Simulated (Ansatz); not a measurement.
# GeAsH₃O: an energy map over bond length Ge2–H4 and angle H4–Ge2–As3

A grid of calculations on AsGeH₃O, SMILES [O]1[GeH2][AsH]1, to see where the energy is lowest and how it rises around there.

The runs use Ansatz 0.2.0; RKS PBE0-D4/def2-TZVP.

**1. Starting geometry**

6 atoms, charge 0, spin multiplicity 1.

Atoms are counted from 1 here; the program's logs count them from 0.

Bond lengths: O1–Ge2 1.840 Å, O1–As3 1.912 Å, Ge2–As3 2.368 Å, Ge2–H4 1.546 Å, Ge2–H5 1.547 Å, As3–H6 1.562 Å. Angles: Ge2–O1–As3 78.2°, O1–Ge2–As3 52.2°, O1–Ge2–H4 112.8°, O1–Ge2–H5 112.5°, As3–Ge2–H4 121.0°, As3–Ge2–H5 122.5°, H4–Ge2–H5 115.7°, O1–As3–Ge2 49.5°, O1–As3–H6 97.3°, Ge2–As3–H6 92.5°.

Coordinates:

```
O     0.5896   -1.2221    0.2176
Ge   -0.3118    0.0871   -0.7092
As   -0.2877   -0.2780    1.6301
H    -1.4475   -0.4794   -1.5925
H     0.6438    1.0864   -1.4035
H     0.8137    0.8060    1.8574
```

This geometry comes from a loose relaxation at PBE in a small basis, which is not shown.

**3. Setting up the map**

- bond length Ge2–H4: 9 values from 1.286 to 1.990 Å
- angle H4–Ge2–As3: 9 values from 76.2 to 166.2 °

Nothing else is relaxed (all other coordinates rigid). Energies count from the relaxed molecule at the same level. Points are written as (first, second).

(The set-up runs are not shown.)

**4. The run at (1.814 Å, 166.2°)**

The input, input.yaml:

```yaml
crystal:
  periodic: [false, false, false]
  atoms:
    - { symbol: O, position_ang: [0.575473, -1.189581, 0.22763] }
    - { symbol: Ge, position_ang: [-0.31276, 0.090915, -0.698395] }
    - { symbol: As, position_ang: [-0.28416, -0.273851, 1.603842] }
    - { symbol: H, position_ang: [-0.698993, 0.135797, -2.470232] }
    - { symbol: H, position_ang: [0.63377, 1.075027, -1.39013] }
    - { symbol: H, position_ang: [0.813174, 0.780586, 1.835599] }
basis:
  gaussian: { orbitals: def2-TZVP }
hamiltonian:
  xc: pbe0
  dispersion: d4
output:
  forces: true
```

Started as:

```
> ansatz run input.yaml --threads 1 --pin off --max-ram 2560MiB --backend cpu --events-out ev --progress --plain --runs-dir out
```

Further runs follow: the other points that were computed.

What does the calculation give? Wanted: lowest point; highest computed point; largest force on an atom.

The runs gave:

| quantity | value |
| --- | --- |
| lowest point | (1.550 Å, 121.2°), 0.31 kJ/mol |
| highest computed point | (1.286 Å, 166.2°), 208 kJ/mol above the lowest |
| largest force on an atom (eV/Å) | 0.3 at (1.550 Å, 121.2°) to 8.1 at (1.286 Å, 166.2°); 0.3 at the lowest point |
| time for the whole task | 10 min on 1 thread, shared host |

**Reading.** The lowest computed point is at (1.550 Å, 121.2°), 0.31 kJ/mol from the relaxed molecule at the same level. The grid is coarse, so the lowest point of the scanned range may lie between grid points; coordinates that were held can hide deeper minima. No other kind of well shows on this grid. The highest computed point, (1.286 Å, 166.2°), lies 208 kJ/mol above the lowest. Round the minimum the two coordinates are nearly uncoupled.
